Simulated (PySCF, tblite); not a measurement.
# C2H8OSi3: a rotation path, then NMR shifts on frames, part 2 of 2

tblite 0.8.0 and PySCF 2.14.0. Atoms count from 0. Earlier steps stand in the parts before.

### 5 NMR shieldings: image 3, PBE0/pcSseg-1

What the job is given:

```
{"job": {"kind": "nmr", "xc": "PBE0", "basis": "pcSseg-1", "pop": false}, "charge": 0, "multiplicity": 1}
C      3.977800     0.791400     0.711500
C      2.856700     0.363100     0.792600
Si     1.133800    -0.307300     0.920100
Si     0.000800     0.222600    -1.018000
O     -1.562000    -0.174400    -0.800200
Si    -3.111900    -0.200900    -0.348600
H      4.958600     1.167600     0.644900
H      1.306700    -1.749000     1.181900
H      0.588600     0.268200     2.164800
H      0.004200     1.648200    -1.372400
H      0.380700    -0.549600    -2.207100
H     -3.758100     1.000700    -0.872800
H     -3.128700    -0.214200     1.114400
H     -3.647900    -1.426900    -0.933200
```

With the program's defaults for keys left out, this is: GIAO PBE0/pcSseg-1 NMR shielding, non-relativistic, gas phase.

Log:

```text
coarse grid: 13096 points
cycle   1  E = -1023.9483536381  dE =  4.575e-01  |g| = 8.226e-01  |ddm| = 3.483e+00
cycle   2  E = -1023.7416948566  dE =  2.067e-01  |g| = 1.319e+00  |ddm| = 1.843e+00
cycle   3  E = -1024.0717331009  dE = -3.300e-01  |g| = 1.257e-01  |ddm| = 1.300e+00
cycle   4  E = -1024.0748796098  dE = -3.147e-03  |g| = 4.108e-02  |ddm| = 1.631e-01
cycle   5  E = -1024.0753479865  dE = -4.684e-04  |g| = 8.511e-03  |ddm| = 5.521e-02
cycle   6  E = -1024.0753567277  dE = -8.741e-06  |g| = 6.598e-03  |ddm| = 1.069e-02
cycle   7  E = -1024.0753675806  dE = -1.085e-05  |g| = 7.423e-04  |ddm| = 4.527e-03
cycle   8  E = -1024.0753677063  dE = -1.257e-07  |g| = 9.575e-05  |ddm| = 8.008e-04
final grid: 112384 points
cycle   9  E = -1024.1202846542  dE = -1.189e-05  |g| = 6.998e-03  |ddm| = 1.971e-02
cycle  10  E = -1024.1202735074  dE =  1.115e-05  |g| = 1.055e-02  |ddm| = 1.334e-02
cycle  11  E = -1024.1202934296  dE = -1.992e-05  |g| = 7.630e-04  |ddm| = 8.169e-03
cycle  12  E = -1024.1202935543  dE = -1.246e-07  |g| = 1.450e-04  |ddm| = 8.243e-04
cycle  13  E = -1024.1202935597  dE = -5.399e-09  |g| = 4.385e-05  |ddm| = 1.991e-04
cycle  14  E = -1024.1202935599  dE = -2.572e-10  |g| = 3.147e-05  |ddm| = 5.377e-05
converged SCF energy = -1024.1202935599

GIAO shielding tensors (ppm)
atom      isotropic    diamagn.    paramagn.     s11        s22        s33       span
  0 C       80.597     259.946    -179.350     -5.478     -3.683    250.951    256.430
  1 C      105.091     259.560    -154.469     11.176     13.507    290.590    279.414
  2 Si     457.264     880.564    -423.300    444.495    454.791    472.508     28.013
  3 Si     379.993     879.068    -499.075    327.762    353.571    458.645    130.884
  4 O      344.266     398.564     -54.298    238.828    392.986    400.984    162.156
  5 Si     391.907     879.871    -487.963    353.211    359.327    463.184    109.972
  6 H       29.899      32.819      -2.920     24.762     24.845     40.091     15.329
  7 H       27.243      28.540      -1.297     23.609     26.127     31.992      8.383
  8 H       27.196      29.050      -1.854     23.521     26.243     31.825      8.303
  9 H       26.078      29.614      -3.536     22.556     25.588     30.090      7.534
 10 H       26.089      29.022      -2.933     22.420     25.482     30.364      7.944
 11 H       26.632      28.539      -1.907     23.331     24.956     31.609      8.277
 12 H       26.698      29.844      -3.146     22.991     25.782     31.322      8.331
 13 H       26.660      28.433      -1.773     23.100     25.016     31.865      8.765
```

Run time: 46 s. Hardware: 1 thread, shared host.

Key values: δ C0 106.3, C1 81.8, Si3 -30.8, Si5 -42.7, H9 5.64, H10 5.63 ppm.

### 6 Shielding tensors: image 5, PBE0/pcSseg-1

What the job is given:

```
{"job": {"kind": "nmr", "xc": "PBE0", "basis": "pcSseg-1", "pop": false}, "charge": 0, "multiplicity": 1}
C      4.005900     0.775900     0.700800
C      2.897700     0.314200     0.776200
Si     1.195600    -0.409300     0.897700
Si    -0.026300     0.305900    -0.923600
O     -1.566200    -0.157000    -0.675600
Si    -3.155200    -0.180800    -0.388900
H      4.975500     1.181000     0.638800
H      1.411600    -1.866000     0.988600
H      0.694800     0.010800     2.220500
H     -0.062400     1.761500    -1.118700
H      0.323500    -0.314800    -2.207300
H     -3.824300     0.624900    -1.408800
H     -3.353200     0.386400     0.944600
H     -3.517600    -1.593100    -0.466400
```

Level: GIAO PBE0/pcSseg-1 NMR shielding, non-relativistic, gas phase.

Log:

```text
coarse grid: 13096 points
cycle   1  E = -1023.9484593106  dE =  4.563e-01  |g| = 8.218e-01  |ddm| = 3.482e+00
cycle   2  E = -1023.7467739856  dE =  2.017e-01  |g| = 1.310e+00  |ddm| = 1.829e+00
cycle   3  E = -1024.0715119011  dE = -3.247e-01  |g| = 1.246e-01  |ddm| = 1.285e+00
cycle   4  E = -1024.0746017127  dE = -3.090e-03  |g| = 4.088e-02  |ddm| = 1.618e-01
cycle   5  E = -1024.0750540711  dE = -4.524e-04  |g| = 1.090e-02  |ddm| = 5.506e-02
cycle   6  E = -1024.0750744313  dE = -2.036e-05  |g| = 6.715e-03  |ddm| = 1.177e-02
cycle   7  E = -1024.0750856442  dE = -1.121e-05  |g| = 6.601e-04  |ddm| = 4.670e-03
cycle   8  E = -1024.0750857409  dE = -9.670e-08  |g| = 9.236e-05  |ddm| = 7.682e-04
final grid: 112384 points
cycle   9  E = -1024.1201843876  dE = -1.168e-05  |g| = 7.013e-03  |ddm| = 1.918e-02
cycle  10  E = -1024.1201733149  dE =  1.107e-05  |g| = 1.054e-02  |ddm| = 1.333e-02
cycle  11  E = -1024.1201932070  dE = -1.989e-05  |g| = 7.658e-04  |ddm| = 8.166e-03
cycle  12  E = -1024.1201933328  dE = -1.258e-07  |g| = 1.419e-04  |ddm| = 8.291e-04
cycle  13  E = -1024.1201933382  dE = -5.386e-09  |g| = 3.041e-05  |ddm| = 1.943e-04
cycle  14  E = -1024.1201933383  dE = -1.107e-10  |g| = 2.232e-05  |ddm| = 4.569e-05
converged SCF energy = -1024.1201933383

GIAO shielding tensors (ppm)
atom      isotropic    diamagn.    paramagn.     s11        s22        s33       span
  0 C       80.771     259.968    -179.197     -5.122     -3.525    250.961    256.083
  1 C      104.844     259.580    -154.736     10.854     13.072    290.605    279.751
  2 Si     456.287     880.389    -424.101    442.596    453.420    472.845     30.250
  3 Si     380.267     879.192    -498.926    326.728    355.036    459.036    132.308
  4 O      349.019     398.419     -49.400    251.733    395.960    399.364    147.631
  5 Si     391.798     879.864    -488.066    353.368    359.224    462.802    109.434
  6 H       29.903      32.829      -2.926     24.767     24.847     40.094     15.327
  7 H       27.242      28.416      -1.174     23.626     26.102     31.998      8.372
  8 H       27.235      28.903      -1.667     23.631     26.203     31.872      8.241
  9 H       26.109      29.708      -3.599     22.539     25.695     30.092      7.553
 10 H       26.112      29.095      -2.983     22.439     25.536     30.361      7.922
 11 H       26.662      28.258      -1.596     23.323     25.002     31.662      8.340
 12 H       26.685      29.525      -2.839     23.067     25.513     31.476      8.409
 13 H       26.700      28.758      -2.057     23.119     25.157     31.824      8.705
```

Run time: 50 s. Hardware: 1 thread, shared host.

This run: δ C0 106.2, C1 82.1, Si3 -31.1, Si5 -42.6, H9 5.61, H10 5.60 ppm.

### 7 Shielding tensors: image 8, PBE0/pcSseg-1

What the job is given:

```
{"job": {"kind": "nmr", "xc": "PBE0", "basis": "pcSseg-1", "pop": false}, "charge": 0, "multiplicity": 1}
C      4.035500     0.735200     0.673300
C      2.941500     0.241200     0.747000
Si     1.250300    -0.508600     0.851700
Si    -0.063400     0.445900    -0.783200
O     -1.566300    -0.093900    -0.466200
Si    -3.178500    -0.185500    -0.433000
H      4.994600     1.165100     0.611900
H      1.464300    -1.962300     0.721500
H      0.812900    -0.285400     2.242600
H     -0.131900     1.913200    -0.780300
H      0.218300     0.027500    -2.162500
H     -3.673500    -0.094200    -1.804800
H     -3.656600     0.927100     0.385400
H     -3.447900    -1.485700     0.174500
```

Level: GIAO PBE0/pcSseg-1 NMR shielding, non-relativistic, gas phase.

Log:

```text
coarse grid: 13096 points
cycle   1  E = -1023.9492993528  dE =  4.585e-01  |g| = 8.202e-01  |ddm| = 3.481e+00
cycle   2  E = -1023.7491640669  dE =  2.001e-01  |g| = 1.307e+00  |ddm| = 1.820e+00
cycle   3  E = -1024.0717771389  dE = -3.226e-01  |g| = 1.251e-01  |ddm| = 1.277e+00
cycle   4  E = -1024.0749037459  dE = -3.127e-03  |g| = 4.130e-02  |ddm| = 1.615e-01
cycle   5  E = -1024.0753451580  dE = -4.414e-04  |g| = 1.417e-02  |ddm| = 5.526e-02
cycle   6  E = -1024.0753881898  dE = -4.303e-05  |g| = 6.215e-03  |ddm| = 1.316e-02
cycle   7  E = -1024.0753977533  dE = -9.563e-06  |g| = 6.215e-04  |ddm| = 4.567e-03
final grid: 112384 points
cycle   8  E = -1024.1204417837  dE = -1.133e-05  |g| = 7.371e-03  |ddm| = 2.023e-02
cycle   9  E = -1024.1204292070  dE =  1.258e-05  |g| = 1.114e-02  |ddm| = 1.396e-02
cycle  10  E = -1024.1204515368  dE = -2.233e-05  |g| = 9.164e-04  |ddm| = 8.585e-03
cycle  11  E = -1024.1204517035  dE = -1.667e-07  |g| = 3.258e-04  |ddm| = 9.621e-04
cycle  12  E = -1024.1204517257  dE = -2.227e-08  |g| = 1.505e-04  |ddm| = 3.142e-04
cycle  13  E = -1024.1204517314  dE = -5.708e-09  |g| = 1.764e-05  |ddm| = 1.160e-04
cycle  14  E = -1024.1204517315  dE = -7.594e-11  |g| = 3.045e-06  |ddm| = 2.379e-05
converged SCF energy = -1024.1204517315

GIAO shielding tensors (ppm)
atom      isotropic    diamagn.    paramagn.     s11        s22        s33       span
  0 C       80.903     259.867    -178.963     -4.519     -3.400    250.629    255.148
  1 C      104.531     259.737    -155.206     10.481     12.396    290.715    280.234
  2 Si     455.223     880.274    -425.052    438.202    454.346    473.120     34.918
  3 Si     379.671     879.453    -499.782    326.199    352.870    459.943    133.744
  4 O      346.931     398.936     -52.005    251.925    386.919    401.949    150.024
  5 Si     390.748     879.896    -489.148    353.611    355.964    462.669    109.058
  6 H       29.900      32.765      -2.865     24.777     24.854     40.069     15.292
  7 H       27.245      28.372      -1.126     23.653     26.103     31.980      8.327
  8 H       27.271      28.734      -1.463     23.684     26.215     31.914      8.230
  9 H       26.141      29.751      -3.611     22.575     25.716     30.131      7.556
 10 H       26.119      29.355      -3.236     22.587     25.512     30.258      7.671
 11 H       26.666      28.308      -1.642     23.271     25.030     31.698      8.427
 12 H       26.655      28.953      -2.298     23.185     25.207     31.572      8.387
 13 H       26.714      29.080      -2.366     23.061     25.322     31.758      8.697
```

Run time: 46 s. Hardware: 1 thread, shared host.

This run: δ C0 106.0, C1 82.4, Si3 -30.5, Si5 -41.6, H10 5.60, H9 5.58 ppm.

### 8 Comparing the runs: NMR shifts

Shifts (ppm) of some atoms, chosen among heavy atoms and hydrogens apart, with basis size and wall time:

| frame | C1 | H12 | H8 | Si3 | Si5 | Si2 | O4 | functions | time |
| --- | --- | --- | --- | --- | --- | --- | --- | --- | --- |
| image 0 | 81.6 | 4.98 | 4.47 | -30.8 | -43.2 | -107.1 | -9.2 | 163 | 52 s |
| image 1 | 81.7 | 4.99 | 4.50 | -30.8 | -42.8 | -107.4 | -7.2 | 163 | 48 s |
| image 3 | 81.8 | 5.02 | 4.52 | -30.8 | -42.7 | -108.1 | -8.2 | 163 | 46 s |
| image 5 | 82.1 | 5.03 | 4.48 | -31.1 | -42.6 | -107.1 | -12.9 | 163 | 50 s |
| image 8 | 82.4 | 5.06 | 4.45 | -30.5 | -41.6 | -106.1 | -10.9 | 163 | 46 s |

### 9 Summary of results

What follows sums up all 2 parts.

```
                                        quantity                                               value
                                         barrier                  0.002 eV (0.0 kcal/mol) at image 3
                           end to end (GFN2-xTB)                                            0.000 eV
 ¹³C shifts against TMS (PBE0/pcSseg-1, image 0)                                     106.6, 81.6 ppm
  ¹H shifts against TMS (PBE0/pcSseg-1, image 0)  5.63, 5.63, 5.06, 5.05, 4.98, 4.51, 4.47, 1.83 ppm
²⁹Si shifts against TMS (PBE0/pcSseg-1, image 0)                            -30.8, -43.2, -107.1 ppm
 ¹⁷O shifts against H2O (PBE0/pcSseg-1, image 0)                                            -9.2 ppm
                        range of the shift of O4                                   -12.9 to -7.2 ppm
```

Along the band the dihedral turns by 127°, and the top (dihedral 77°) lies 0.0 kcal/mol above the start (GFN2-xTB, rough), so at room temperature this motion is fast. The top was not checked by a frequency run. Shifts at one fixed geometry are not the observed spectrum, which averages over the motion. In the first frame run (image 0): The largest span, 279 ppm, is at C1, where the paramagnetic term is -154 ppm. In ppm, O4 moves most: its shift spreads over 5.7 ppm, from -12.9 (image 5) to -7.2 (image 1).
